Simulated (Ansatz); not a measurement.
Geometry optimisation, Ansatz, DFT PBEsol, scalar-relativistic, plane waves, PAW.

Input file:

```yaml
crystal:
  lattice:
    - [0.0, 5.43, 5.43]
    - [5.43, 0.0, 5.43]
    - [5.43, 5.43, 0.0]
  atoms:
    - { symbol: Si, position: [0.0, 0.0, 0.0] }
    - { symbol: Si, position: [0.125, 0.125, 0.125] }
    - { symbol: Si, position: [0.0, 0.0, 0.5] }
    - { symbol: Si, position: [0.125, 0.125, 0.625] }
    - { symbol: Si, position: [0.0, 0.5, 0.0] }
    - { symbol: Si, position: [0.125, 0.625, 0.125] }
    - { symbol: Si, position: [0.0, 0.5, 0.5] }
    - { symbol: Si, position: [0.125, 0.625, 0.625] }
    - { symbol: Si, position: [0.5, 0.0, 0.0] }
    - { symbol: Si, position: [0.625, 0.125, 0.125] }
    - { symbol: Si, position: [0.5, 0.0, 0.5] }
    - { symbol: Si, position: [0.625, 0.125, 0.625] }
    - { symbol: Si, position: [0.5, 0.5, 0.0] }
    - { symbol: Si, position: [0.625, 0.625, 0.125] }
    - { symbol: Si, position: [0.5, 0.5, 0.5] }
    - { symbol: Si, position: [0.625, 0.625, 0.625] }
    - { symbol: Ti, position: [0.380354, 0.3725639, 0.3644579] }
basis:
  ecutwfc: 420.0
kpoints:
  mp_grid: { grid: [2, 2, 2] }
hamiltonian:
  xc: pbesol
  pseudopotentials: { kind: paw, azcp: { folder: soft_1 } }
scf:
  occupations: { method: gaussian, width: 0.02 }
  lower_state_search: "off"
relax:
  f_tol: 0.03
  max_steps: 60
  adjacent_minimum: "off"
output:
  write_density: true
  write_potential: true
  elf: true
  volumetric_format: npy
```

Run as:

```bash
$ ansatz run input.yaml --threads 1 --pin off --max-ram 3072MiB --backend cpu --events-out ev --progress --plain --runs-dir out
```

Where does it end, and by what steps?

The forces met the threshold. The force dipped under the threshold on the way, but the program's further checks kept it going. Limits of this set-up: coarse k mesh, PAW files made for another functional. After 11 steps the energy has fallen by 0.412 eV; Si11 moved furthest, 0.10 Å.

| step | energy less start (eV) | largest force component (eV/Å) | accepted |
| --- | --- | --- | --- |
| 0 | 0.0000 | 1.435 | yes |
| 1 | -0.3854 | 0.378 | yes |
| 2 | -0.4093 | 0.056 | yes |
| 3 | -0.4103 | 0.009 | yes |
| 4 | -0.4103 | 0.012 | yes |
| 5 | -0.3001 | 0.538 | no |
| 6 | -0.4106 | 0.019 | yes |
| 7 | -0.4112 | 0.023 | yes |
| 8 | -0.4076 | 0.099 | no |
| 9 | -0.4111 | 0.038 | no |
| 10 | -0.4118 | 0.025 | yes |
| 11 | -0.4119 | 0.019 | yes |

```xyz
17
Lattice="0.0000 5.4300 5.4300 5.4300 0.0000 5.4300 5.4300 5.4300 0.0000" Properties=species:S:1:pos:R:3
Si 0.018 0.018 0.038
Si 1.357 1.354 1.386
Si 2.693 2.691 0.035
Si 4.066 4.074 1.344
Si 2.705 0.004 2.711
Si 4.090 1.316 4.077
Si 5.483 2.654 2.679
Si 6.821 4.052 4.076
Si 0.005 2.704 2.707
Si 1.315 4.092 4.071
Si 2.645 5.490 2.670
Si 4.049 6.820 4.070
Si 2.674 2.675 5.453
Si 4.070 4.070 6.811
Si 5.466 5.465 5.456
Si 6.779 6.794 6.750
Ti 4.066 4.073 4.055
```

Whether the end is a true minimum wasn't checked by a vibrational analysis.

The run took 69 s on 1 thread of Arm Neoverse V2 (shared host), peak memory 0.56 GiB.
